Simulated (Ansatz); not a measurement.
# AlFH₂Se: taking an electron away

An exercise on one series of results from a longer session: the logs are not shown, and one member is left open.

Computed with Ansatz 0.2.0, Gaussian basis. Level: unrestricted cation, the program's frozen cores in correlated methods.

Levels to be run: UKS PBE-D4/def2-TZVPP; UKS r2SCAN-D4/def2-TZVPP; UKS PBE0-D4/def2-TZVPP; UKS B3LYP-D4/def2-TZVPP; UKS wB97X-V/def2-TZVPP; UKS wB97M-V/def2-TZVPP; UKS B2PLYP/def2-TZVPP; UHF-CCSD(T)/def2-TZVPP; UHF-MP2/def2-QZVPP; extrapolation to the limit; then −ε(HOMO) from the neutral's earlier runs with LDA (SPW92), PBE-D4, revPBE-D4, BLYP-D4, r2SCAN-D4, B97M-V, PBE0-D4, B3LYP-D4, r2SCANh-D4, r2SCAN0-D4, HSE06-D4, BHLYP-D4, CAM-B3LYP-D4, LC-ωPBE, ωB97X-V, ωB97M-V.

### The relaxed structure

All runs share one geometry, relaxed beforehand with PBE0-D4 in a triple-zeta def2 set.

SMILES `[F][AlH][SeH]`, 5 atoms, charge 0, spin multiplicity 1.

Atoms are counted from 1 here; the program's logs count them from 0.

Bond lengths: F1–Al2 1.647 Å, Al2–Se3 2.302 Å, Al2–H4 1.570 Å, Se3–H5 1.470 Å. Angles: F1–Al2–Se3 115.9°, F1–Al2–H4 119.6°, Se3–Al2–H4 124.5°, Al2–Se3–H5 89.9°.

The first run:

Input file in.yaml:

```yaml
crystal:
  periodic: [false, false, false]
  atoms:
    - {symbol: F, position_ang: [-1.154571, -0.647650, 1.724064]}
    - {symbol: Al, position_ang: [-0.330656, -0.470282, 0.309597]}
    - {symbol: Se, position_ang: [0.629717, 1.591800, -0.043079]}
    - {symbol: H, position_ang: [-0.243524, -1.674555, -0.694077]}
    - {symbol: H, position_ang: [1.148933, 1.127086, -1.337905]}
basis:
  gaussian: {orbitals: def2-TZVPP}
total_charge: 1
magnetization: {spin_polarized: true, initial_magnetization: 1}
hamiltonian: {xc: pbe, dispersion: d4}
```

Steps of the session up to this table: Cation, UKS PBE-D4/def2-TZVPP; Cation, UKS r2SCAN-D4/def2-TZVPP; Cation, UKS PBE0-D4/def2-TZVPP; Cation, UKS B3LYP-D4/def2-TZVPP; Cation, UKS wB97X-V/def2-TZVPP; Cation, UKS wB97M-V/def2-TZVPP; Cation, UKS B2PLYP (frozen core)/def2-TZVPP; Cation, UHF-CCSD(T)/def2-TZVPP; Cation, UHF-MP2/def2-QZVPP.

One of the session's tables, all rows but one given; the rest of the session is left out.

It belongs to the step «Ionisation energies side by side». For comparison, −ε(HOMO) of the neutral from earlier runs:

| functional | −ε(HOMO) (eV) |
| --- | --- |
| LDA (SPW92) | 6.67 |
| PBE-D4 | 6.52 |
| revPBE-D4 | 6.47 |
| BLYP-D4 | 6.34 |
| r2SCAN-D4 | 6.80 |
| B97M-V | 6.84 |
| PBE0-D4 | 7.65 |
| B3LYP-D4 | 7.39 |
| r2SCANh-D4 | 7.21 |
| r2SCAN0-D4 | 7.83 |
| HSE06-D4 | 7.25 |
| BHLYP-D4 | 8.59 |
| CAM-B3LYP-D4 | 8.89 |
| LC-ωPBE | 10.27 |
| ωB97X-V | 9.91 |
| ωB97M-V | ? |

Estimate the missing values for ωB97M-V.

As computed: −ε(HOMO) (eV): 9.77. In the column «−ε(HOMO) (eV)» it lies between CAM-B3LYP-D4 (8.89) and ωB97X-V (9.91).
